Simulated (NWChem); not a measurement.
**One shape, several levels: CBr2ClF (dibromochlorofluoromethane)**

Wanted: a comparison of 4 runs (MP2/SBKJC-VDZ, MP2/LANL2DZ, MP2/MIDI!, MP2/DGauss-DZVP) of CBr2ClF (dibromochlorofluoromethane). 

The results are computed with NWChem 7.3.0.

## 1. Starting point

The species is CBr2ClF (5 atoms), meant as a singlet with charge 0. As SMILES, `FC(Cl)(Br)Br`. The coordinates come from a PBE0-D4/def2-TZVP relaxation.

Bond lengths: F1–C2 1.331 Å, C2–Cl3 1.752 Å, C2–Br4 1.936 Å, C2–Br5 1.936 Å. Angles: F1–C2–Cl3 108.8°, F1–C2–Br4 108.2°, F1–C2–Br5 108.2°, Cl3–C2–Br4 110.5°, Cl3–C2–Br5 110.5°, Br4–C2–Br5 110.3°.

## 2. Energy and forces at MP2/SBKJC-VDZ (core potential) (run 1)

cbr2clf.nw reads:

```
start cbr2clf
memory stack 880 mb heap 220 mb global 1100 mb

geometry units atomic noautosym nocenter noautoz
   F    2.30433204  -1.33905993   0.50380098
   C    0.14116254  -0.12755651   0.07880158
   Cl  -1.78276763  -0.40081091   2.76013398
   Br  -1.47757686  -1.65728981  -2.82419569
   Br   0.90933621   3.38544435  -0.59696448
end

basis "ao basis" spherical bse
   * library SBKJC-VDZ
end

ecp bse
   F library SBKJC-VDZ
   C library SBKJC-VDZ
   Cl library SBKJC-VDZ
   Br library SBKJC-VDZ
end

scf
   thresh 1e-08
   maxiter 80
   print low
end

mp2
   tight
end

task mp2 gradient
```

Started as:

```
$ nwchem cbr2clf.nw > cbr2clf.out
```

What it wrote:

```text
[...]
  functions       =    40
[...]
  wavefunction    = RHF
[...]
         Total SCF energy =    -70.178622509233
      One-electron energy =   -295.446873042918
      Two-electron energy =    135.417859151161
 Nuclear repulsion energy =     89.850391382524
        Time for solution =      2.2s
[...]
          Total MP2 energy           -70.450592788003
[...]
                         mp2 ENERGY GRADIENTS
    atom               coordinates                        gradient
                 x          y          z           x          y          z
   1 F       2.304332  -1.339060   0.503801   -0.076987   0.042941  -0.014702
   2 C       0.141163  -0.127557   0.078802    0.042383  -0.033092   0.029470
   3 Cl     -1.782768  -0.400811   2.760134    0.032659   0.007207  -0.051294
   4 Br     -1.477577  -1.657290  -2.824196    0.013445   0.017824   0.029892
   5 Br      0.909336   3.385444  -0.596964   -0.011501  -0.034881   0.006633
[...]
```

It took 7.5 s on 1 thread of AMD EPYC 7R43 (Zen 3), shared host; peak memory 0.12 GiB.

## 3. Energy and gradient at MP2/LANL2DZ (core potential) (run 2)

cbr2clf.nw reads:

```
START cbr2clf
TITLE "CBr2ClF mp2"
memory total 2200 mb

GEOMETRY noautosym nocenter noautoz
  F      1.219400    -0.708600     0.266600
  C      0.074700    -0.067500     0.041700
  Cl    -0.943400    -0.212100     1.460600
  Br    -0.781900    -0.877000    -1.494500
  Br     0.481200     1.791500    -0.315900
END

BASIS spherical bse
  * library LANL2DZ
END

ECP bse
  Cl library LANL2DZ
  Br library LANL2DZ
END

SCF
  thresh 1e-08
  maxiter 80
  print low
END

MP2
  freeze core 2
  tight
END

TASK mp2 gradient
```

Started as:

```
$ nwchem cbr2clf.nw > cbr2clf.out
```

What it wrote:

```text
[...]
  functions       =    42
[...]
  wavefunction    = RHF
[...]
         Total SCF energy =   -177.764662277894
      One-electron energy =   -496.446516954010
      Two-electron energy =    198.128147115335
 Nuclear repulsion energy =    120.553707560781
        Time for solution =      2.6s
[...]
          Total MP2 energy          -178.067626088156
[...]
                         mp2 ENERGY GRADIENTS
    atom               coordinates                        gradient
                 x          y          z           x          y          z
   1 F       2.304332  -1.339060   0.503801   -0.074783   0.042316  -0.015646
   2 C       0.141163  -0.127557   0.078802    0.040501  -0.029493   0.023340
   3 Cl     -1.782767  -0.400811   2.760134    0.029413   0.006401  -0.045988
   4 Br     -1.477577  -1.657290  -2.824195    0.015869   0.018770   0.031673
   5 Br      0.909336   3.385444  -0.596964   -0.010999  -0.037994   0.006622
[...]
```

It took 9 s on 1 thread of AMD EPYC 7R43 (Zen 3), shared host; peak memory 0.12 GiB.

Run 3 isn't shown in full; the table further down has it.

## 4. Energy and forces at MP2/DGauss-DZVP (run 4)

sp.nw reads:

```
echo
START sp
TITLE "CBr2ClF gradient"
memory stack 880 mb heap 220 mb global 1100 mb
GEOMETRY units au noautosym nocenter noautoz
  F      2.30433204    -1.33905993     0.50380098
  C      0.14116254    -0.12755651     0.07880158
  Cl    -1.78276763    -0.40081091     2.76013398
  Br    -1.47757686    -1.65728981    -2.82419569
  Br     0.90933621     3.38544435    -0.59696448
END
BASIS "ao basis" spherical bse
  * library DGauss-DZVP
END
SCF
  thresh 1e-08
  maxiter 80
  print low
END
MP2
  freeze core 25
  tight
END
TASK mp2 gradient
```

Started as:

```
$ nwchem sp.nw > sp.out
```

What it wrote:

```text
[...]
  functions       =   100
[...]
  wavefunction    = RHF
[...]
         Total SCF energy =  -5740.433457034555
      One-electron energy =  -9451.831940718266
      Two-electron energy =   2975.872980167577
 Nuclear repulsion energy =    735.525503516135
        Time for solution =     61.7s
[...]
          Total MP2 energy         -5741.108946521849
[...]
                         mp2 ENERGY GRADIENTS
    atom               coordinates                        gradient
                 x          y          z           x          y          z
   1 F       2.304332  -1.339060   0.503801   -0.018803   0.010554  -0.003722
   2 C       0.141163  -0.127557   0.078802    0.015589  -0.007664   0.000599
   3 Cl     -1.782768  -0.400811   2.760134    0.002900   0.001172  -0.005730
   4 Br     -1.477577  -1.657290  -2.824196    0.003030   0.004041   0.007100
   5 Br      0.909336   3.385444  -0.596964   -0.002717  -0.008103   0.001753
[...]
```

It took 2.4 min on 1 thread of AMD EPYC 7R43 (Zen 3), shared host; peak memory 0.45 GiB.

## 5. All runs side by side

```csv
run,level,core potential,frozen core orbitals,energy (Eh),dipole moment (D),correlation energy (mEh),largest force (eV/Å),wall time
1,MP2/SBKJC-VDZ (core potential),SBKJC-VDZ,0,-70.450593,1.15,-272.0,4.596,7.5 s
2,MP2/LANL2DZ (core potential),LANL2DZ,2,-178.067626,0.93,-303.0,4.491,9 s
3,MP2/MIDI!,–,25,-5714.938169,0.37,-642.0,0.854,56 s
4,MP2/DGauss-DZVP,–,25,-5741.108947,0.58,-675.5,1.125,2.4 min
```

## 6. Outcome

| quantity | value |
| --- | --- |
| run 4: total energy | -5741.10895 Eh |
| run 4: dipole moment (of the density that the program reports) | 0.58 D |
| run 4: correlation energy (25 core orbitals frozen) | -675.5 mEh |
| run 4: largest force on an atom | 1.125 eV/Å |

The dipole moment (its size) runs from 0.37 D (MP2/MIDI!) to 1.15 D (MP2/SBKJC-VDZ). The two ends differ in basis and core potential. Some runs of one species differ in core potentials or relativity; totals across that change don't compare. All runs together took 3.6 min, the longest 2.4 min.
